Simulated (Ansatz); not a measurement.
# Pd (fcc type): the cost of one run

Computed with Ansatz 0.2.0 (DFT, PBE, all-electron LAPW, scalar-relativistic, unless a step's input says otherwise).

1 further run of the same task is left out (it didn't finish).

## (1) The system as given

Symmetry: Fm-3m, No. 225, cubic system. Conventional cell: a = 3.946 Å, b = 3.946 Å, c = 3.946 Å, α = 90.00°, β = 90.00°, γ = 90.00°. Around Pd (site symmetry m-3m) lie 12 Pd at 2.79 Å.

As a file:

```xyz
2
Lattice="-1.9731 1.9731 0.0000 0.0000 0.0000 3.9461 1.9731 1.9731 0.0000" Properties=species:S:1:pos:R:3 pbc="T T T"
Pd    0.0000    0.0000    0.0000
Pd    0.0000    1.9731    1.9731
```

Atoms are numbered in the order of the input: Pd1, Pd2.

## (2) Bulk in the slab's orientation, LAPW

The input, input.yaml:

```yaml
crystal:
  lattice:
    - [-1.973052199, 1.973052199, 0.0]
    - [0.0, 0.0, 3.9461043981]
    - [1.973052199, 1.973052199, 0.0]
  atoms:
    - { symbol: Pd, position: [0.0, 0.0, 0.0] }
    - { symbol: Pd, position: [0.5, 0.5, 0.5] }
kpoints:
  mp_grid: { grid: [12, 8, 12] }
scf:
  occupations: { method: fermi_dirac, width: 0.1 }
hamiltonian:
  xc: pbe
  pseudopotentials: { kind: all_electron, lapw: { basis_error: 0.001 } }
output:
  forces: true
  stress: true
  eigenvalues: true
```

Run with:

```sh
$ ansatz run input.yaml --threads 2 --pin off --max-ram 5120MiB --backend cpu --events-out ev --progress --plain --runs-dir out
```

Q: Estimate wall time and peak memory on 2 threads of Arm Neoverse V1, shared host.

About 23 s, with a peak of 0.54 GiB.
